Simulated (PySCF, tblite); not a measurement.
# C2H6BNO2: geometry, infrared bands, NMR shifts and spin-spin couplings

What infrared bands, NMR shifts and spin-spin couplings should C2H6BNO2 (`CB(O)NC=O`) show?

Computed with tblite 0.8.0 and PySCF 2.14.0, with density-fitted response routines of our own, on a single molecule in the gas phase. Atoms count from 0, in the outputs and in this text.

## 1. The molecule as given

12 atoms, charge 0, multiplicity 1; geometry from: force field or distance geometry start.

Bonds of the start (Å): C0–B1 1.58, B1–O2 1.45, B1–N3 1.53, N3–C4 1.43, C4–O5 1.26, C0–H6 1.11, C0–H7 1.12, C0–H8 1.11, O2–H9 0.99, N3–H10 1.05, C4–H11 1.08.

## 2. Geometry optimisation with GFN2-xTB

The job: settings as JSON, then the geometry in Å.

```
{"job": {"kind": "relax", "xc": "GFN2-xTB", "basis": "xTB"}, "charge": 0, "multiplicity": 1}
C     -1.750600    -0.518200    -0.381000
B     -0.418200     0.260000    -0.045500
O     -0.389600     1.714000    -0.036100
N      0.848300    -0.532100     0.296400
C      2.105100     0.055800     0.648200
O      2.242600     1.308100     0.677500
H     -2.054500    -1.143300     0.479200
H     -2.561600     0.218200    -0.591500
H     -1.594300    -1.162100    -1.268500
H     -0.159700     1.962700    -0.963100
H      0.784400    -1.583600     0.290100
H      2.949300    -0.580100     0.868200
```

On the command line:

```sh
> OMP_NUM_THREADS=1 python probes_run.py task.json out
```

One launch serves the whole session: the jobs run in the order shown.

**Question.** This job is followed by: GFN2-xTB harmonic vibrations, gas phase; GIAO PBE0/pcSseg-1 NMR shielding, non-relativistic, gas phase; B3LYP/pcJ-1 indirect spin-spin coupling, non-relativistic, gas phase. Predict these results of the whole session: strongest single infrared mode (GFN2-xTB); zero-point energy (GFN2-xTB); 13C shifts against TMS (PBE0/pcSseg-1); 1H shifts against TMS (PBE0/pcSseg-1, means over atoms taken as alike); 11B shifts against BF3·OEt2 (PBE0/pcSseg-1); 17O shifts against H2O (PBE0/pcSseg-1); 15N shifts against NH3 (PBE0/pcSseg-1); largest coupling of the table (B3LYP/pcJ-1).

As calculated:

| quantity | value |
| --- | --- |
| strongest single infrared mode (GFN2-xTB) | 1740 cm⁻¹, 515 km/mol |
| zero-point energy (GFN2-xTB) | 56.7 kcal/mol |
| 13C shifts against TMS (PBE0/pcSseg-1) | 170.8, 0.5 ppm |
| 1H shifts against TMS (PBE0/pcSseg-1, means over atoms taken as alike) | 9.07, 8.51, 5.58, 0.26 ppm |
| 11B shifts against BF3·OEt2 (PBE0/pcSseg-1) | 32.2 ppm |
| 17O shifts against H2O (PBE0/pcSseg-1) | 434.5, 156.7 ppm |
| 15N shifts against NH3 (PBE0/pcSseg-1) | 167.5 ppm |
| largest coupling of the table (B3LYP/pcJ-1) | 1J(C,H) C4–H11, 192.1 Hz |

Relaxing lowered the energy by 1.491 eV in 69 steps; the close pair that moved most is B1–O2, from 1.454 to 1.324 Å. All 30 modes are real, so the xTB geometry is a minimum. The strongest single mode, at 1740 cm⁻¹, moves mainly C4 and O5. Unscaled tight-binding wavenumbers are off by several per cent, some by more. Its intensities can rank the bands wrongly. At PBE0/pcSseg-1: Shielding is most anisotropic at O5 (span 721 ppm, paramagnetic term -500 ppm). Of the pairs tabulated at B3LYP/pcJ-1, C4–H11 couples most strongly (192.1 Hz; Fermi contact 191.7 Hz). Couplings across rotatable bonds belong to this one conformer; where others are populated, the observed values are averages.
